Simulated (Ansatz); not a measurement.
# CH₇AlSi₂: how energies converge with the basis set

Aim: see how fast density functionals converge with the basis set for CH₇AlSi₂.

Program: Ansatz 0.2.0, Gaussian basis. Level of theory: one geometry, several basis sets. These are calculated values, not measurements.

Plan: PBE0-D4/def2-SVP; ωB97M-V/def2-SVP; PBE0-D4/def2-QZVPP; ωB97M-V/def2-QZVPP; the functionals' def2-TZVPP values are taken from earlier runs.

## 1. Structure used throughout

An earlier PBE0-D4 in a triple-zeta def2 set relaxation fixed the geometry.

SMILES `C1[SiH2][AlH][SiH2]1`, 11 atoms, charge 0, spin multiplicity 1.

Atoms are counted from 1 here; the program's logs count them from 0.

Bond lengths: C1–Si2 1.906 Å, C1–Si4 1.906 Å, C1–H5 1.092 Å, C1–H6 1.096 Å, Si2–Al3 2.458 Å, Si2–H7 1.495 Å, Si2–H8 1.492 Å, Al3–Si4 2.458 Å, Al3–H9 1.588 Å, Si4–H10 1.492 Å, Si4–H11 1.495 Å. Angles: Si2–C1–Si4 102.7°, Si2–C1–H5 115.0°, Si2–C1–H6 107.9°, Si4–C1–H5 115.0°, Si4–C1–H6 107.9°, H5–C1–H6 107.9°, C1–Si2–Al3 87.4°, C1–Si2–H7 109.0°, C1–Si2–H8 114.1°, Al3–Si2–H7 110.0°, Al3–Si2–H8 127.5°, H7–Si2–H8 107.0°, Si2–Al3–Si4 74.6°, Si2–Al3–H9 142.7°, Si4–Al3–H9 142.7°, C1–Si4–Al3 87.4°, C1–Si4–H10 114.1°, C1–Si4–H11 109.0° and more.

## 2. PBE0-D4 in def2-SVP

The input, in.yaml:

```yaml
crystal:
  periodic: [false, false, false]
  atoms:
    - {symbol: C, position_ang: [-0.747664, 0.534736, -0.672099]}
    - {symbol: Si, position_ang: [-0.985686, -1.079636, 0.312146]}
    - {symbol: Al, position_ang: [1.019755, -0.462254, 1.591874]}
    - {symbol: Si, position_ang: [1.113754, 0.884669, -0.461803]}
    - {symbol: H, position_ang: [-1.096589, 0.500050, -1.706640]}
    - {symbol: H, position_ang: [-1.300711, 1.328913, -0.156651]}
    - {symbol: H, position_ang: [-0.684633, -2.241927, -0.579315]}
    - {symbol: H, position_ang: [-2.370503, -1.276613, 0.832297]}
    - {symbol: H, position_ang: [1.767697, -0.719014, 2.969164]}
    - {symbol: H, position_ang: [1.479980, 2.325923, -0.587270]}
    - {symbol: H, position_ang: [1.870001, 0.148151, -1.521003]}
basis:
  gaussian: {orbitals: def2-SVP}
hamiltonian: {xc: pbe0, dispersion: d4}
output: {orbitals: {seedname: orbitals}}
```

Command:

```sh
$ ansatz run in.yaml --threads 2 --pin off --events-out ev --progress --plain --max-ram 4352MiB
```

Log:

```text
Functional definition: PBE0
  name "PBE0"
  cite "Adamo & Barone, J. Chem. Phys. 110, 6158 (1999) doi:10.1063/1.478522"
  cite "Perdew, Burke & Ernzerhof, Phys. Rev. Lett. 77, 3865 (1996) doi:10.1103/PhysRevLett.77.3865"
  parent pbe
  parameter a = 0.25
  parameter kappa = 0.804
  parameter beta = 0.06672455060314922
  exchange = (1 - a)*pbe_x(kappa = kappa, mu = beta*pi^2/3) + a*exact_x
  correlation = pbe_c(beta = beta)
1002 factors; integrals over basis functions are off by at most 1.2e-3 eV
mean field evaluation 1: about -23478.6016 eV, gradient 4.3e1 eV
mean field evaluation 2: about -23473.4378 eV, gradient 5.7e1 eV
mean field evaluation 4: about -23483.4335 eV, gradient 1.1e0 eV
mean field evaluation 8: about -23483.4935 eV, gradient 5.4e-2 eV
mean field -23483.49349082 eV, -863.0024681042 hartree, gradient 7.6e-5 eV, S^2 0.000000; 0 other end points of the search recorded, 0 dependent functions left out
reference -23483.49352287 eV, -863.0024692820 hartree; 27, 27 occupied and 76, 76 virtual orbitals, 1002 factors
Total energy: -23483.73328464 eV, -863.0112803643 hartree
```

It took 2 s on 2 threads of Arm Neoverse V1, shared host.

## 3. ωB97M-V in def2-SVP

in.yaml: that of step 2 with these lines changed.

```diff
@@ -16,3 +16,3 @@
   gaussian: {orbitals: def2-SVP}
-hamiltonian: {xc: pbe0, dispersion: d4}
+hamiltonian: {xc: {name: wB97M-V}}
 output: {orbitals: {seedname: orbitals}}
```

Same command.

Log, shortened:

```text
Functional definition: wB97M-V
  name "wB97M-V"
  cite "Mardirossian & Head-Gordon, J. Chem. Phys. 144, 214110 (2016) doi:10.1063/1.4952647"
  cite "Becke, J. Chem. Phys. 107, 8554 (1997) doi:10.1063/1.475007"
  cite "Vydrov & Van Voorhis, J. Chem. Phys. 133, 244103 (2010) doi:10.1063/1.3521275"
  # Of w^i u^j: cxij and so on, Table III.
[...]
  gx(w, u) = 1 - cx + cx01*u + cx10*w
  gss(w, u) = css00 + css04*u^4 + css10*w + css20*w^2 + css43*w^4*u^3
  gos(w, u) = cos00 + cos10*w + (cos20 + cos21*u)*w^2 + (cos60 + cos61*u)*w^6
[...]
      + integral(e_c_pw_mod_opposite_spin*gos(b97_w_opposite, b97_u_opposite)) + vv10(b, c)
1163 factors; their error is unknown
379 factors; integrals over basis functions are off by at most 8.6e-6 eV
[...]
mean field -23491.84963175 eV, -863.3095506190 hartree, gradient 6.1e-5 eV, S^2 0.000000; 0 other end points of the search recorded, 0 dependent functions left out
reference -23491.84968338 eV, -863.3095525165 hartree; 27, 27 occupied and 76, 76 virtual orbitals, 1163 factors
Total energy: -23491.84968338 eV, -863.3095525165 hartree
```

Wall time 9 s (2 threads of Arm Neoverse V1, shared host).

## 4. PBE0-D4 in def2-QZVPP

in.yaml: that of step 3 with these lines changed.

```diff
@@ -15,4 +15,4 @@
 basis:
-  gaussian: {orbitals: def2-SVP}
-hamiltonian: {xc: {name: wB97M-V}}
+  gaussian: {orbitals: "def2-QZVPP.json"}
+hamiltonian: {xc: pbe0, dispersion: d4}
 output: {orbitals: {seedname: orbitals}}
```

Same command.

Log:

```text
Functional definition: PBE0
  name "PBE0"
  cite "Adamo & Barone, J. Chem. Phys. 110, 6158 (1999) doi:10.1063/1.478522"
  cite "Perdew, Burke & Ernzerhof, Phys. Rev. Lett. 77, 3865 (1996) doi:10.1103/PhysRevLett.77.3865"
  parent pbe
  parameter a = 0.25
  parameter kappa = 0.804
  parameter beta = 0.06672455060314922
  exchange = (1 - a)*pbe_x(kappa = kappa, mu = beta*pi^2/3) + a*exact_x
  correlation = pbe_c(beta = beta)
1776 factors; their error is unknown
mean field evaluation 1: about -23485.4466 eV, gradient 5.6e1 eV
mean field evaluation 2: about -23473.5030 eV, gradient 8.0e1 eV
mean field evaluation 4: about -23493.2467 eV, gradient 2.2e0 eV
mean field evaluation 8: about -23493.2597 eV, gradient 2.7e-2 eV
mean field evaluation 16: about -23493.2748 eV, gradient 1.6e-5 eV
mean field -23493.27478185 eV, -863.3619239195 hartree, gradient 1.6e-5 eV, S^2 0.000000; 0 other end points of the search recorded, 0 dependent functions left out
reference -23493.27483415 eV, -863.3619258413 hartree; 27, 27 occupied and 450, 450 virtual orbitals, 1776 factors
Total energy: -23493.51459591 eV, -863.3707369236 hartree
```

It took 20 s on 2 threads of Arm Neoverse V1, shared host; peak memory 1.7 GiB.

## 5. ωB97M-V in def2-QZVPP

in.yaml: that of step 4 with these lines changed.

```diff
@@ -16,3 +16,3 @@
   gaussian: {orbitals: "def2-QZVPP.json"}
-hamiltonian: {xc: pbe0, dispersion: d4}
+hamiltonian: {xc: {name: wB97M-V}}
 output: {orbitals: {seedname: orbitals}}
```

Same command.

Log, shortened:

```text
Functional definition: wB97M-V
  name "wB97M-V"
  cite "Mardirossian & Head-Gordon, J. Chem. Phys. 144, 214110 (2016) doi:10.1063/1.4952647"
  cite "Becke, J. Chem. Phys. 107, 8554 (1997) doi:10.1063/1.475007"
  cite "Vydrov & Van Voorhis, J. Chem. Phys. 133, 244103 (2010) doi:10.1063/1.3521275"
  # Of w^i u^j: cxij and so on, Table III.
[...]
  gx(w, u) = 1 - cx + cx01*u + cx10*w
  gss(w, u) = css00 + css04*u^4 + css10*w + css20*w^2 + css43*w^4*u^3
  gos(w, u) = cos00 + cos10*w + (cos20 + cos21*u)*w^2 + (cos60 + cos61*u)*w^6
[...]
      + integral(e_c_pw_mod_opposite_spin*gos(b97_w_opposite, b97_u_opposite)) + vv10(b, c)
1693 factors; their error is unknown
443 factors; integrals over basis functions are off by at most 1.1e-5 eV
[...]
mean field -23501.70121832 eV, -863.6715897480 hartree, gradient 3.8e-5 eV, S^2 0.000000; 0 other end points of the search recorded, 0 dependent functions left out
reference -23501.70130115 eV, -863.6715927918 hartree; 27, 27 occupied and 450, 450 virtual orbitals, 1693 factors
Total energy: -23501.70130115 eV, -863.6715927918 hartree
```

It took 48 s on 2 threads of Arm Neoverse V1, shared host; peak memory 2.1 GiB.

## 6. Density functionals: the series

The def2-TZVPP values come from earlier runs at the same geometry.

```csv
functional,basis,functions,energy (eV),from the largest (eV),HOMO (eV),LUMO (eV)
PBE0-D4,def2-SVP,103,-23483.7333,9.781,-6.52,-2.35
PBE0-D4,def2-TZVPP,255,-23492.7382,0.776,-6.48,-2.36
PBE0-D4,def2-QZVPP,477,-23493.5146,0.000,-6.48,-2.37
ωB97M-V,def2-SVP,103,-23491.8497,9.852,-8.37,-0.64
ωB97M-V,def2-TZVPP,255,-23500.9576,0.744,-8.37,-0.69
ωB97M-V,def2-QZVPP,477,-23501.7013,0.000,-8.37,-0.75
```

## 7. What came out

```
                                       quantity          value
PBE0-D4: double and triple zeta above quadruple  9.78, 0.78 eV
ωB97M-V: double and triple zeta above quadruple  9.85, 0.74 eV
```

In words: For PBE0-D4 the step from double to triple zeta gains 9.00 eV and the next only 0.78 eV. Total energies overstate the basis error of differences, where much of it tends to cancel.

For PBE0-D4 the largest set took about 10 times as long as the smallest (20 s against 2 s).
